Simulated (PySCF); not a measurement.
**[ReO3(OH)2]−: how settings move a single point**

Aim: repeat the single point on relaxed [ReO3(OH)2]− with altered settings, some of them bad on purpose. The species was built from a template and needn't be a known compound.

Computed with PySCF 2.14.0. Level: PBE, Re def2-SVP with ECP60, O def2-SVP, H def2-SVP; scalar-relativistic core potentials, no spin–orbit coupling.

2 further runs of the same task are left out: 1 for a known fault of the program, 1 that didn't finish.

### 1 The system as given

8 atoms, charge -1, spin multiplicity 1.

Bond lengths: Re1–O2 1.747 Å, Re1–O3 1.761 Å, Re1–O4 1.761 Å, Re1–O5 1.997 Å, Re1–O7 1.998 Å, O5–H6 0.976 Å, O7–H8 0.976 Å. Angles: O2–Re1–O3 114.5°, O2–Re1–O4 114.3°, O2–Re1–O5 97.1°, O2–Re1–O7 97.2°, O3–Re1–O4 131.2°, O3–Re1–O5 86.4°, O3–Re1–O7 87.5°, O4–Re1–O5 87.7°, O4–Re1–O7 86.6°, O5–Re1–O7 165.7°, Re1–O5–H6 106.7°, Re1–O7–H8 106.4°.

Geometry (Å):

```xyz
8
charge -1, multiplicity 1
Re    0.0036   -0.0120    0.0778
O    -0.8424   -0.0461    1.6058
O    -1.0319   -0.2060   -1.3334
O     1.7449    0.2115    0.2177
O    -0.1429    1.9540   -0.2421
H     0.6232    2.3680    0.1992
O     0.3854   -1.9695   -0.0399
H    -0.3805   -2.3722   -0.4916
```

Formal oxidation states: Re +7. An earlier session relaxed this geometry at PBE, Re def2-SVP with ECP60, O def2-SVP, H def2-SVP (singlet, point group C1).

The sound run used a (50, 194) grid (finer on f atoms), a threshold of 1e-8 and at most 55 cycles, and ended at -455.225944 Eh.

### 2 Try 1

run.py (the lines that set the calculation) reads:

```python
mol = gto.M(atom='''
Re     0.00360    -0.01205     0.07781
O     -0.84235    -0.04605     1.60580
O     -1.03192    -0.20602    -1.33344
O      1.74487     0.21147     0.21765
O     -0.14295     1.95401    -0.24214
H      0.62318     2.36801     0.19917
O      0.38538    -1.96954    -0.03995
H     -0.38051    -2.37218    -0.49156''',
    basis={'Re': 'def2-SVP', 'O': 'def2-SVP', 'H': 'def2-SVP'},
    ecp={'Re': 'def2-SVP'},
    charge=-1, spin=0)
mf = dft.RKS(mol, xc='PBE')
mf.grids.atom_grid = (50, 194)
mf = mf.density_fit()  # fitting sets: Re def2-universal-JKFIT, O def2-universal-JKFIT, H def2-universal-JKFIT
mf.conv_tol = 0.001; mf.max_cycle = 55
mf.kernel(dm0)  # dm0: free metal ions and neutral atoms
```

On the command line:

```
$ OMP_NUM_THREADS=2 python run.py
```

Standard output:

```text
init E= -464.48781295187
  HOMO = -0.00434534928251979  LUMO = 0.155970773897321  gap/eV = 4.36242
cycle= 1 E= -455.013904025928  delta_E= 9.47  |g|= 0.975  |ddm|= 3.76
  HOMO = -0.126700495810866  LUMO = -0.0725220014229225  gap/eV = 1.47427
cycle= 2 E= -452.647066786945  delta_E= 2.37  |g|= 3.44  |ddm|= 3.37
  HOMO = -0.101935529704798  LUMO = 0.0114136970996613  gap/eV = 3.08439
cycle= 3 E= -455.079011922495  delta_E= -2.43  |g|= 0.863  |ddm|=  2.9
  HOMO = -0.0566178122822454  LUMO = 0.0656639949787419  gap/eV = 3.32746
cycle= 4 E= -455.189905535026  delta_E= -0.111  |g|= 0.411  |ddm|= 0.87
  HOMO = -0.0497697559296589  LUMO = 0.0686534956595119  gap/eV = 3.22246
cycle= 5 E= -455.210380203737  delta_E= -0.0205  |g|= 0.274  |ddm|= 0.476
  HOMO = -0.0543136986298935  LUMO = 0.0578654850071591  gap/eV = 3.05255
cycle= 6 E= -455.224106090969  delta_E= -0.0137  |g|= 0.0916  |ddm|= 0.233
  HOMO = -0.0570805048014265  LUMO = 0.0616482600664725  gap/eV = 3.23077
cycle= 7 E= -455.225831871146  delta_E= -0.00173  |g|= 0.0235  |ddm|= 0.0846
  HOMO = -0.056392584708362  LUMO = 0.0620816091625772  gap/eV = 3.22385
cycle= 8 E= -455.225740530982  delta_E= 9.13e-05  |g|= 0.0312  |ddm|= 0.0334
  HOMO = -0.0557022656566079  LUMO = 0.0624344632489797  gap/eV = 3.21466
Extra cycle  E= -455.219311407395  delta_E= 0.00643  |g|= 0.178  |ddm|= 0.15
converged SCF energy = -455.219311407395
```

Run time: 4.9 s. Hardware: 2 threads of Arm Neoverse V1, shared host.

Changed: the SCF threshold (0.001). It converges in 8 cycles, +0.180 eV from the sound run, with a largest force component of 1.41 eV/Å. The setting is unsound, so these numbers aren't the compound's.

### 3 Try 2

Edit run.py (the lines that set the calculation) of step 2 so:

```diff
@@ -13,5 +13,5 @@
 mf = dft.RKS(mol, xc='PBE')
-mf.grids.atom_grid = (50, 194)
+mf.grids.atom_grid = (99, 590)
 mf = mf.density_fit()  # fitting sets: Re def2-universal-JKFIT, O def2-universal-JKFIT, H def2-universal-JKFIT
-mf.conv_tol = 0.001; mf.max_cycle = 55
+mf.conv_tol = 1e-08; mf.max_cycle = 55
 mf.kernel(dm0)  # dm0: free metal ions and neutral atoms
```

On the command line:

```
$ OMP_NUM_THREADS=2 python run.py
```

Standard output:

```text
init E= -464.487771226703
  HOMO = -0.00434330494515156  LUMO = 0.155970247556153  gap/eV = 4.36235
cycle= 1 E= -455.013865579682  delta_E= 9.47  |g|= 0.975  |ddm|= 3.76
  HOMO = -0.126723748111718  LUMO = -0.072548018379876  gap/eV = 1.47420
cycle= 2 E= -452.647703735154  delta_E= 2.37  |g|= 3.44  |ddm|= 3.37
  HOMO = -0.101935088915705  LUMO = 0.011410631210802  gap/eV = 3.08429
cycle= 3 E= -455.078973959584  delta_E= -2.43  |g|= 0.863  |ddm|=  2.9
  HOMO = -0.0566206879714342  LUMO = 0.0656763769424877  gap/eV = 3.32787
cycle= 4 E= -455.189956070039  delta_E= -0.111  |g|= 0.41  |ddm|= 0.87
  HOMO = -0.0497649186110069  LUMO = 0.0686516862589024  gap/eV = 3.22228
cycle= 5 E= -455.210301181079  delta_E= -0.0203  |g|= 0.274  |ddm|= 0.475
  HOMO = -0.0543121415950037  LUMO = 0.0578678828132324  gap/eV = 3.05257
cycle= 6 E= -455.224051074578  delta_E= -0.0137  |g|= 0.0915  |ddm|= 0.233
  HOMO = -0.0570785534751385  LUMO = 0.061651178516075  gap/eV = 3.23080
cycle= 7 E= -455.225775566353  delta_E= -0.00172  |g|= 0.0234  |ddm|= 0.0845
  HOMO = -0.0563865898249866  LUMO = 0.0620819256683824  gap/eV = 3.22369
cycle= 8 E= -455.225686263821  delta_E= 8.93e-05  |g|= 0.0309  |ddm|= 0.0332
  HOMO = -0.0562047283256644  LUMO = 0.0620575374950776  gap/eV = 3.21808
cycle= 9 E= -455.225879726709  delta_E= -0.000193  |g|= 0.00591  |ddm|= 0.0236
  HOMO = -0.0561980729320315  LUMO = 0.0621434300063492  gap/eV = 3.22024
cycle= 10 E= -455.225886864879  delta_E= -7.14e-06  |g|= 0.000766  |ddm|= 0.00423
  HOMO = -0.0562116872799403  LUMO = 0.0621382048832749  gap/eV = 3.22046
cycle= 11 E= -455.225886855289  delta_E= 9.59e-09  |g|= 0.000768  |ddm|= 0.00101
  HOMO = -0.0562162414321075  LUMO = 0.062138633092374  gap/eV = 3.22060
cycle= 12 E= -455.225886978476  delta_E= -1.23e-07  |g|= 9.89e-05  |ddm|= 0.000676
  HOMO = -0.0562184022349698  LUMO = 0.0621368377121434  gap/eV = 3.22061
cycle= 13 E= -455.225886980354  delta_E= -1.88e-09  |g|= 2.01e-05  |ddm|= 8.06e-05
  HOMO = -0.0562177661334968  LUMO = 0.0621346283214636  gap/eV = 3.22053
Extra cycle  E= -455.225886979279  delta_E= 1.08e-09  |g|= 7.41e-05  |ddm|= 7.05e-05
converged SCF energy = -455.225886979279
```

Run time: 13 s. Hardware: 2 threads of Arm Neoverse V1, shared host.

Changed: the integration grid, to (99, 590). It converges in 13 cycles, +0.002 eV from the sound run, with a largest force component of 0.01 eV/Å. The result survives the change.

### 4 Try 3

Edit run.py (the lines that set the calculation) of step 3 so:

```diff
@@ -13,5 +13,5 @@
 mf = dft.RKS(mol, xc='PBE')
-mf.grids.atom_grid = (99, 590)
+mf.grids.atom_grid = (50, 194)
 mf = mf.density_fit()  # fitting sets: Re def2-universal-JKFIT, O def2-universal-JKFIT, H def2-universal-JKFIT
 mf.conv_tol = 1e-08; mf.max_cycle = 55
-mf.kernel(dm0)  # dm0: free metal ions and neutral atoms
+mf.kernel(dm0)  # dm0: smeared density
```

On the command line:

```
$ OMP_NUM_THREADS=2 python run.py
```

Standard output:

```text
init E= -455.136094497963
  HOMO = -0.0583292054200596  LUMO = 0.0734733361067308  gap/eV = 3.58653
cycle= 1 E= -455.216060146768  delta_E= -0.08  |g|= 0.216  |ddm|= 0.45
  HOMO = -0.0489503426843818  LUMO = 0.0340025224765082  gap/eV = 2.25726
cycle= 2 E= -455.044868574602  delta_E= 0.171  |g|= 0.961  |ddm|= 0.817
  HOMO = -0.055122339454435  LUMO = 0.0574352005253997  gap/eV = 3.06285
cycle= 3 E= -455.223516558049  delta_E= -0.179  |g|= 0.105  |ddm|= 0.662
  HOMO = -0.056829240954981  LUMO = 0.0611281321398589  gap/eV = 3.20978
cycle= 4 E= -455.22590094038  delta_E= -0.00238  |g|= 0.0141  |ddm|= 0.0906
  HOMO = -0.0560797603932442  LUMO = 0.062174295326052  gap/eV = 3.21786
cycle= 5 E= -455.225849407992  delta_E= 5.15e-05  |g|= 0.0213  |ddm|= 0.0239
  HOMO = -0.0559027951413131  LUMO = 0.0624843771435611  gap/eV = 3.22148
cycle= 6 E= -455.225939276283  delta_E= -8.99e-05  |g|= 0.00499  |ddm|= 0.0181
  HOMO = -0.0562214291652541  LUMO = 0.0621308763796271  gap/eV = 3.22053
cycle= 7 E= -455.225943468228  delta_E= -4.19e-06  |g|= 0.00209  |ddm|= 0.00442
  HOMO = -0.0562313511248779  LUMO = 0.0621174039710368  gap/eV = 3.22043
cycle= 8 E= -455.225944270596  delta_E= -8.02e-07  |g|= 0.00076  |ddm|= 0.00192
  HOMO = -0.0562207237925156  LUMO = 0.0621334015074197  gap/eV = 3.22058
cycle= 9 E= -455.225944373536  delta_E= -1.03e-07  |g|= 0.000284  |ddm|= 0.000622
  HOMO = -0.0562198030869435  LUMO = 0.0621345075508116  gap/eV = 3.22058
cycle= 10 E= -455.225944390343  delta_E= -1.68e-08  |g|= 4.68e-05  |ddm|= 0.000237
  HOMO = -0.0562205306656119  LUMO = 0.0621349436071177  gap/eV = 3.22062
cycle= 11 E= -455.225944390784  delta_E= -4.41e-10  |g|= 6.63e-06  |ddm|= 3.42e-05
  HOMO = -0.0562207818912223  LUMO = 0.0621358566254615  gap/eV = 3.22065
Extra cycle  E= -455.225944390724  delta_E= 5.97e-11  |g|= 1.85e-05  |ddm|= 1.79e-05
converged SCF energy = -455.225944390724
```

It took 5.7 s on 2 threads of Arm Neoverse V1, shared host.

Changed: the starting guess (smeared density). It converges in 11 cycles, at the sound run's energy within 0.001 eV, with a largest force component of 0.01 eV/Å. The result survives the change.

### 5 Try 4

run.py (the lines that set the calculation) reads:

```python
mol = gto.M(atom='''
Re     0.00378    -0.01265     0.08170
O     -0.88447    -0.04835     1.68608
O     -1.08351    -0.21632    -1.40011
O      1.83211     0.22204     0.22853
O     -0.15010     2.05171    -0.25424
H      0.65434     2.48641     0.20913
O      0.40465    -2.06802    -0.04195
H     -0.39954    -2.49079    -0.51613''',
    basis={'Re': 'def2-SVP', 'O': 'def2-SVP', 'H': 'def2-SVP'},
    ecp={'Re': 'def2-SVP'},
    charge=-1, spin=0)
mf = dft.RKS(mol, xc='PBE')
mf.grids.atom_grid = (50, 194)
mf = mf.density_fit()  # fitting sets: Re def2-universal-JKFIT, O def2-universal-JKFIT, H def2-universal-JKFIT
mf.conv_tol = 1e-08; mf.max_cycle = 55
mf.kernel(dm0)  # dm0: free metal ions and neutral atoms
```

On the command line:

```
$ OMP_NUM_THREADS=2 python run.py
```

Standard output:

```text
init E= -464.209182002975
  HOMO = -0.00253944214847612  LUMO = 0.126782692551235  gap/eV = 3.51903
cycle= 1 E= -454.970978022012  delta_E= 9.24  |g|=    1  |ddm|= 3.68
  HOMO = -0.136002371280595  LUMO = -0.098021921310515  gap/eV = 1.03350
cycle= 2 E= -452.148634099801  delta_E= 2.82  |g|= 3.62  |ddm|= 3.45
  HOMO = -0.109158693205151  LUMO = -0.0168486933577874  gap/eV = 2.51188
cycle= 3 E= -454.903498950759  delta_E= -2.75  |g|= 1.22  |ddm|= 3.19
  HOMO = -0.0605218915319899  LUMO = 0.0350119750619958  gap/eV = 2.59961
cycle= 4 E= -455.161651223772  delta_E= -0.258  |g|= 0.397  |ddm|= 1.02
  HOMO = -0.0531298412234706  LUMO = 0.0363699468118417  gap/eV = 2.43541
cycle= 5 E= -455.147127686228  delta_E= 0.0145  |g|= 0.476  |ddm|= 0.616
  HOMO = -0.0599926611401877  LUMO = 0.0298454499878598  gap/eV = 2.44462
cycle= 6 E= -455.194439451593  delta_E= -0.0473  |g|= 0.0853  |ddm|= 0.362
  HOMO = -0.0613311492242772  LUMO = 0.0334350687238967  gap/eV = 2.57872
cycle= 7 E= -455.194549275802  delta_E= -0.00011  |g|= 0.0855  |ddm|= 0.116
  HOMO = -0.0608929088387449  LUMO = 0.0347107240348393  gap/eV = 2.60151
cycle= 8 E= -455.195577247691  delta_E= -0.00103  |g|= 0.0493  |ddm|= 0.0801
  HOMO = -0.0599464414828822  LUMO = 0.0338110387556695  gap/eV = 2.55127
cycle= 9 E= -455.196053124087  delta_E= -0.000476  |g|= 0.017  |ddm|= 0.0393
  HOMO = -0.0600409762846491  LUMO = 0.0341050550218838  gap/eV = 2.56184
cycle= 10 E= -455.196110738232  delta_E= -5.76e-05  |g|= 0.00261  |ddm|= 0.0104
  HOMO = -0.0600726448161032  LUMO = 0.0340958588373926  gap/eV = 2.56246
cycle= 11 E= -455.196110850744  delta_E= -1.13e-07  |g|= 0.00233  |ddm|= 0.00278
  HOMO = -0.0600779610665861  LUMO = 0.0341008156710818  gap/eV = 2.56274
cycle= 12 E= -455.196112003057  delta_E= -1.15e-06  |g|= 0.000512  |ddm|= 0.00204
  HOMO = -0.0600792828624422  LUMO = 0.03410228599093  gap/eV = 2.56281
cycle= 13 E= -455.196112057819  delta_E= -5.48e-08  |g|= 0.000129  |ddm|= 0.000328
  HOMO = -0.0600791191232887  LUMO = 0.0341004684021088  gap/eV = 2.56276
cycle= 14 E= -455.196112061544  delta_E= -3.72e-09  |g|= 2.63e-05  |ddm|= 0.000127
  HOMO = -0.060077711901642  LUMO = 0.0341040700266149  gap/eV = 2.56282
Extra cycle  E= -455.196112057375  delta_E= 4.17e-09  |g|= 0.00014  |ddm|= 0.000124
converged SCF energy = -455.196112057375
```

It took 6.2 s on 2 threads of Arm Neoverse V1, shared host.

Changed: the scale of all coordinates (1.05). It converges in 14 cycles, +0.812 eV from the sound run, with a largest force component of 3.53 eV/Å. The setting is unsound, so these numbers aren't the compound's.

### 6 Try 5

run.py (the lines that set the calculation) reads:

```python
mol = gto.M(atom='''
Re     0.00360    -0.01205     0.07781
O     -0.84235    -0.04605     1.60580
O     -1.03192    -0.20602    -1.33344
O      1.74487     0.21147     0.21765
O     -0.14295     1.95401    -0.24214
H      0.62318     2.36801     0.19917
O      0.38538    -1.96954    -0.03995
H     -0.38051    -2.37218    -0.49156''',
    basis={'Re': 'def2-SVP', 'O': 'def2-SVP', 'H': 'def2-SVP'},
    ecp={'Re': 'def2-SVP'},
    charge=-1, spin=0)
mf = dft.RKS(mol, xc='PBE')
mf.grids.atom_grid = (50, 194)
mf = mf.density_fit()  # fitting sets: Re def2-universal-JKFIT, O def2-universal-JKFIT, H def2-universal-JKFIT
mf.conv_tol = 1e-08; mf.max_cycle = 5
mf.kernel(dm0)  # dm0: free metal ions and neutral atoms
```

On the command line:

```
$ OMP_NUM_THREADS=2 python run.py
```

Standard output:

```text
init E= -464.48781295187
  HOMO = -0.00434534928251979  LUMO = 0.155970773897321  gap/eV = 4.36242
cycle= 1 E= -455.013904025928  delta_E= 9.47  |g|= 0.975  |ddm|= 3.76
  HOMO = -0.126700495810866  LUMO = -0.0725220014229225  gap/eV = 1.47427
cycle= 2 E= -452.647066786945  delta_E= 2.37  |g|= 3.44  |ddm|= 3.37
  HOMO = -0.101935529704798  LUMO = 0.0114136970996613  gap/eV = 3.08439
cycle= 3 E= -455.079011922495  delta_E= -2.43  |g|= 0.863  |ddm|=  2.9
  HOMO = -0.0566178122822454  LUMO = 0.0656639949787419  gap/eV = 3.32746
cycle= 4 E= -455.189905535026  delta_E= -0.111  |g|= 0.411  |ddm|= 0.87
  HOMO = -0.0497697559296589  LUMO = 0.0686534956595119  gap/eV = 3.22246
cycle= 5 E= -455.210380203737  delta_E= -0.0205  |g|= 0.274  |ddm|= 0.476
SCF not converged.
```

Run time: 1.6 s. Hardware: 2 threads of Arm Neoverse V1, shared host.

Changed: the cycle limit (5). The SCF doesn't converge: the limit ends it too early, and the default cures it.

### 7 Side by side

| run | changed | ending | energy change (eV) | cycles | time | usable |
| --- | --- | --- | --- | --- | --- | --- |
| 1 | the SCF threshold | converged | +0.180 | 8 | 4.9 s | no |
| 2 | the integration grid | converged | +0.002 | 13 | 13 s | yes |
| 3 | the starting guess | converged | 0.000 | 11 | 5.7 s | yes |
| 4 | the scale of all coordinates | converged | +0.812 | 14 | 6.2 s | no |
| 5 | the cycle limit | not converged | – | 5 | 1.6 s | no |

2 of 5 altered runs give a usable result. 2 ended normally with numbers unfit to quote.
